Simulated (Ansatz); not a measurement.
# C3H10Si3: the cost of one run

Program: Ansatz 0.2.0. Level of theory: UKS PBE-D4/STO-3G. These are calculated values, not measurements.

**1. The structure to begin with**

Bond lengths (14 of 16 bonds, heavy atoms first): C1–Si2 1.847 Å, Si2–C3 1.910 Å, C3–C4 1.292 Å, Si2–Si5 2.206 Å, C4–Si5 1.941 Å, Si5–Si6 2.281 Å, C1–H7 1.120 Å, C1–H8 1.061 Å, C1–H9 1.107 Å, Si2–H10 1.509 Å, C3–H11 1.089 Å, C4–H12 1.088 Å, Si5–H13 1.530 Å, Si6–H14 1.497 Å. Angles (14 of 30 angles, heavy atoms first): C1–Si2–C3 114.4°, C1–Si2–Si5 117.2°, C3–Si2–Si5 76.0°, Si2–C3–C4 105.5°, C3–C4–Si5 101.9°, Si2–Si5–C4 76.5°, Si2–Si5–Si6 112.1°, C4–Si5–Si6 112.9°, C1–Si2–H10 113.4°, C3–Si2–H10 113.2°, Si5–Si2–H10 117.6°, Si2–C1–H7 108.1°, Si2–C1–H8 111.1°, Si2–C1–H9 108.2°.

Structure file:

```xyz
16

C     0.2016   -2.5800   -0.7037
Si    0.6847   -0.9133   -0.0719
C     1.1390    0.3454   -1.4341
C     0.2658    1.2928   -1.3343
Si   -0.9028    0.6128    0.0584
Si   -0.7769    1.8180    1.9913
H    -0.5068   -2.4362   -1.5588
H     1.0460   -3.1106   -1.0651
H    -0.3555   -3.1049    0.0956
H     1.6946   -0.9676    1.0478
H     2.0226    0.2946   -2.0686
H     0.0669    2.2043   -1.8934
H    -2.3097    0.2566   -0.4255
H    -1.5972    3.0687    1.9217
H     0.6211    2.1548    2.3403
H    -1.3163    1.0420    3.1445
```

**2. Preparing the start**

Input file input.yaml:

```yaml
crystal:
  periodic: [false, false, false]
  atoms:
    - { symbol: C, position_ang: [0.2016, -2.58, -0.7037] }
    - { symbol: Si, position_ang: [0.6847, -0.9133, -0.0719] }
    - { symbol: C, position_ang: [1.139, 0.3454, -1.4341] }
    - { symbol: C, position_ang: [0.2658, 1.2928, -1.3343] }
    - { symbol: Si, position_ang: [-0.9028, 0.6128, 0.0584] }
    - { symbol: Si, position_ang: [-0.7769, 1.818, 1.9913] }
    - { symbol: H, position_ang: [-0.5068, -2.4362, -1.5588] }
    - { symbol: H, position_ang: [1.046, -3.1106, -1.0651] }
    - { symbol: H, position_ang: [-0.3555, -3.1049, 0.0956] }
    - { symbol: H, position_ang: [1.6946, -0.9676, 1.0478] }
    - { symbol: H, position_ang: [2.0226, 0.2946, -2.0686] }
    - { symbol: H, position_ang: [0.0669, 2.2043, -1.8934] }
    - { symbol: H, position_ang: [-2.3097, 0.2566, -0.4255] }
    - { symbol: H, position_ang: [-1.5972, 3.0687, 1.9217] }
    - { symbol: H, position_ang: [0.6211, 2.1548, 2.3403] }
    - { symbol: H, position_ang: [-1.3163, 1.042, 3.1445] }
magnetization:
  spin_polarized: true
basis:
  gaussian: { orbitals: STO-3G }
hamiltonian:
  xc: pbe
  dispersion: d4
relax:
  f_tol: 0.02
  max_steps: 40
output:
  orbitals: {}
```

Started as:

```sh
$ ansatz run input.yaml --threads 1 --pin off --max-ram 2048MiB --backend cpu --events-out ev --progress --plain --runs-dir out
```

**Question.** How long does this run take on 1 thread of Intel Xeon Platinum 8488C (Sapphire Rapids), shared host, and how much memory does it need?

About 38 s, with a peak of 0.19 GiB.
